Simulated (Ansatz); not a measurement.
# C3H5Al: small, medium and large basis sets

Aim: see how fast density functionals converge with the basis set for C3H5Al.

Program: Ansatz 0.2.0, Gaussian basis. Level of theory: one geometry, several basis sets. These are calculated values, not measurements.

Levels to be run: PBE0-D4/def2-SVP; ωB97M-V/def2-SVP; PBE0-D4/def2-QZVPP; ωB97M-V/def2-QZVPP; the functionals' def2-TZVPP values are taken from earlier runs.

## Step 1: The geometry

The geometry comes from an earlier relaxation with PBE0-D4 in a triple-zeta def2 set; it is a stationary point, not always the lowest conformer.

SMILES `C=[C]1[CH2][AlH]1`, 9 atoms, charge 0, spin multiplicity 1.

Atoms are counted from 1 here; the program's logs count them from 0.

Bond lengths: C1–C2 1.326 Å, C1–H5 1.091 Å, C1–H6 1.086 Å, C2–C3 1.540 Å, C2–Al4 1.878 Å, C3–Al4 1.925 Å, C3–H7 1.096 Å, C3–H8 1.090 Å, Al4–H9 1.575 Å. Angles: C2–C1–H5 122.0°, C2–C1–H6 121.6°, H5–C1–H6 116.4°, C1–C2–C3 129.5°, C1–C2–Al4 155.0°, C3–C2–Al4 67.7°, C2–C3–Al4 64.5°, C2–C3–H7 112.3°, C2–C3–H8 118.0°, Al4–C3–H7 110.8°, Al4–C3–H8 132.7°, H7–C3–H8 110.3°, C2–Al4–C3 47.8°, C2–Al4–H9 156.9°, C3–Al4–H9 155.3°.

## Step 2: PBE0-D4 in def2-SVP

in.yaml

```yaml
crystal:
  periodic: [false, false, false]
  atoms:
    - {symbol: C, position_ang: [-0.145084, 1.153054, -1.138588]}
    - {symbol: C, position_ang: [0.037587, 0.427929, -0.043428]}
    - {symbol: C, position_ang: [0.471013, -1.043225, 0.097320]}
    - {symbol: Al, position_ang: [-0.452165, -0.302833, 1.615257]}
    - {symbol: H, position_ang: [0.131195, 0.785001, -2.127691]}
    - {symbol: H, position_ang: [-0.574596, 2.149669, -1.096117]}
    - {symbol: H, position_ang: [1.543011, -1.143336, 0.304450]}
    - {symbol: H, position_ang: [0.169531, -1.742900, -0.682848]}
    - {symbol: H, position_ang: [-1.092093, -0.329759, 3.054644]}
basis:
  gaussian: {orbitals: def2-SVP}
hamiltonian: {xc: pbe0, dispersion: d4}
output: {orbitals: {seedname: orbitals}}
```

Run with:

```sh
> ansatz run in.yaml --threads 2 --pin off --events-out ev --progress --plain --max-ram 4352MiB
```

Standard output:

```text
Functional definition: PBE0
  name "PBE0"
  cite "Adamo & Barone, J. Chem. Phys. 110, 6158 (1999) doi:10.1063/1.478522"
  cite "Perdew, Burke & Ernzerhof, Phys. Rev. Lett. 77, 3865 (1996) doi:10.1103/PhysRevLett.77.3865"
  parent pbe
  parameter a = 0.25
  parameter kappa = 0.804
  parameter beta = 0.06672455060314922
  exchange = (1 - a)*pbe_x(kappa = kappa, mu = beta*pi^2/3) + a*exact_x
  correlation = pbe_c(beta = beta)
990 factors; their error is unknown
mean field evaluation 1: about -9766.2676 eV, gradient 5.5e1 eV
mean field evaluation 2: about -9739.1765 eV, gradient 1.1e2 eV
mean field evaluation 4: about -9774.8874 eV, gradient 7.1e0 eV
mean field evaluation 8: about -9775.0182 eV, gradient 2.7e-1 eV
mean field evaluation 16: about -9775.1106 eV, gradient 6.5e-5 eV
mean field -9775.11055031 eV, -359.2286869159 hartree, gradient 6.5e-5 eV, S^2 0.000000; 0 other end points of the search recorded, 0 dependent functions left out
reference -9775.11057906 eV, -359.2286879727 hartree; 18, 18 occupied and 67, 67 virtual orbitals, 990 factors
Total energy: -9775.24764271 eV, -359.2337249687 hartree
```

Run time: 1.2 s. Hardware: 2 threads of Arm Neoverse V1, shared host; peak memory 0.38 GiB.

## Step 3: ωB97M-V in def2-SVP

Edit in.yaml of step 2 so:

```diff
@@ -14,3 +14,3 @@
   gaussian: {orbitals: def2-SVP}
-hamiltonian: {xc: pbe0, dispersion: d4}
+hamiltonian: {xc: {name: wB97M-V}}
 output: {orbitals: {seedname: orbitals}}
```

Same command.

Standard output, shortened:

```text
Functional definition: wB97M-V
  name "wB97M-V"
  cite "Mardirossian & Head-Gordon, J. Chem. Phys. 144, 214110 (2016) doi:10.1063/1.4952647"
  cite "Becke, J. Chem. Phys. 107, 8554 (1997) doi:10.1063/1.475007"
  cite "Vydrov & Van Voorhis, J. Chem. Phys. 133, 244103 (2010) doi:10.1063/1.3521275"
  # Of w^i u^j: cxij and so on, Table III.
[...]
  gx(w, u) = 1 - cx + cx01*u + cx10*w
  gss(w, u) = css00 + css04*u^4 + css10*w + css20*w^2 + css43*w^4*u^3
  gos(w, u) = cos00 + cos10*w + (cos20 + cos21*u)*w^2 + (cos60 + cos61*u)*w^6
[...]
      + integral(e_c_pw_mod_opposite_spin*gos(b97_w_opposite, b97_u_opposite)) + vv10(b, c)
971 factors; their error is unknown
255 factors; integrals over basis functions are off by at most 1.1e-5 eV
[...]
mean field -9779.98149646 eV, -359.4076908855 hartree, gradient 7.0e-5 eV, S^2 0.000000; 0 other end points of the search recorded, 0 dependent functions left out
reference -9779.98154275 eV, -359.4076925867 hartree; 18, 18 occupied and 67, 67 virtual orbitals, 971 factors
Total energy: -9779.98154275 eV, -359.4076925867 hartree
```

It took 5.5 s on 2 threads of Arm Neoverse V1, shared host; peak memory 0.38 GiB.

## Step 4: PBE0-D4 in def2-QZVPP

Edit in.yaml of step 3 so:

```diff
@@ -13,4 +13,4 @@
 basis:
-  gaussian: {orbitals: def2-SVP}
-hamiltonian: {xc: {name: wB97M-V}}
+  gaussian: {orbitals: "def2-QZVPP.json"}
+hamiltonian: {xc: pbe0, dispersion: d4}
 output: {orbitals: {seedname: orbitals}}
```

The command is unchanged.

Standard output:

```text
Functional definition: PBE0
  name "PBE0"
  cite "Adamo & Barone, J. Chem. Phys. 110, 6158 (1999) doi:10.1063/1.478522"
  cite "Perdew, Burke & Ernzerhof, Phys. Rev. Lett. 77, 3865 (1996) doi:10.1103/PhysRevLett.77.3865"
  parent pbe
  parameter a = 0.25
  parameter kappa = 0.804
  parameter beta = 0.06672455060314922
  exchange = (1 - a)*pbe_x(kappa = kappa, mu = beta*pi^2/3) + a*exact_x
  correlation = pbe_c(beta = beta)
1232 factors; their error is unknown
mean field evaluation 1: about -9768.4834 eV, gradient 7.0e1 eV
mean field evaluation 2: about -9709.5534 eV, gradient 1.4e2 eV
mean field evaluation 4: about -9780.8722 eV, gradient 1.3e1 eV
mean field evaluation 8: about -9781.2778 eV, gradient 1.0e-1 eV
mean field evaluation 16: about -9781.2831 eV, gradient 4.3e-5 eV
mean field -9781.28312979 eV, -359.4555250279 hartree, gradient 8.8e-5 eV, S^2 0.000000; 0 other end points of the search recorded, 0 dependent functions left out
reference -9781.28317338 eV, -359.4555266298 hartree; 18, 18 occupied and 373, 373 virtual orbitals, 1232 factors
Total energy: -9781.42023702 eV, -359.4605636258 hartree
```

It took 8.5 s on 2 threads of Arm Neoverse V1, shared host; peak memory 0.99 GiB.

## Step 5: ωB97M-V in def2-QZVPP

Edit in.yaml of step 4 so:

```diff
@@ -14,3 +14,3 @@
   gaussian: {orbitals: "def2-QZVPP.json"}
-hamiltonian: {xc: pbe0, dispersion: d4}
+hamiltonian: {xc: {name: wB97M-V}}
 output: {orbitals: {seedname: orbitals}}
```

Same command.

Standard output, shortened:

```text
Functional definition: wB97M-V
  name "wB97M-V"
  cite "Mardirossian & Head-Gordon, J. Chem. Phys. 144, 214110 (2016) doi:10.1063/1.4952647"
  cite "Becke, J. Chem. Phys. 107, 8554 (1997) doi:10.1063/1.475007"
  cite "Vydrov & Van Voorhis, J. Chem. Phys. 133, 244103 (2010) doi:10.1063/1.3521275"
  # Of w^i u^j: cxij and so on, Table III.
[...]
  gx(w, u) = 1 - cx + cx01*u + cx10*w
  gss(w, u) = css00 + css04*u^4 + css10*w + css20*w^2 + css43*w^4*u^3
  gos(w, u) = cos00 + cos10*w + (cos20 + cos21*u)*w^2 + (cos60 + cos61*u)*w^6
[...]
      + integral(e_c_pw_mod_opposite_spin*gos(b97_w_opposite, b97_u_opposite)) + vv10(b, c)
1189 factors; their error is unknown
337 factors; integrals over basis functions are off by at most 1.6e-5 eV
[...]
mean field -9786.31565375 eV, -359.6404668723 hartree, gradient 5.5e-5 eV, S^2 0.000000; 0 other end points of the search recorded, 0 dependent functions left out
reference -9786.31572413 eV, -359.6404694586 hartree; 18, 18 occupied and 373, 373 virtual orbitals, 1189 factors
Total energy: -9786.31572413 eV, -359.6404694586 hartree
```

It took 24 s on 2 threads of Arm Neoverse V1, shared host; peak memory 1.2 GiB.

## Step 6: Functionals by basis

The def2-TZVPP values come from earlier runs at the same geometry.

```csv
functional,basis,functions,energy (eV),from the largest (eV),HOMO (eV),LUMO (eV)
PBE0-D4,def2-SVP,85,-9775.2476,6.173,-6.28,-1.53
PBE0-D4,def2-TZVPP,205,-9781.0443,0.376,-6.33,-1.59
PBE0-D4,def2-QZVPP,391,-9781.4202,0.000,-6.34,-1.62
ωB97M-V,def2-SVP,85,-9779.9815,6.334,-8.41,0.20
ωB97M-V,def2-TZVPP,205,-9785.9528,0.363,-8.48,0.07
ωB97M-V,def2-QZVPP,391,-9786.3157,0.000,-8.50,-0.06
```

## Step 7: Outcome

| quantity | value |
| --- | --- |
| PBE0-D4: double and triple zeta above quadruple | 6.17, 0.38 eV |
| ωB97M-V: double and triple zeta above quadruple | 6.33, 0.36 eV |

In words: For PBE0-D4 the step from double to triple zeta gains 5.80 eV and the next only 0.38 eV. Total energies overstate the basis error of differences, where much of it tends to cancel.

For PBE0-D4 the largest set took about 7 times as long as the smallest (8.5 s against 1.2 s).
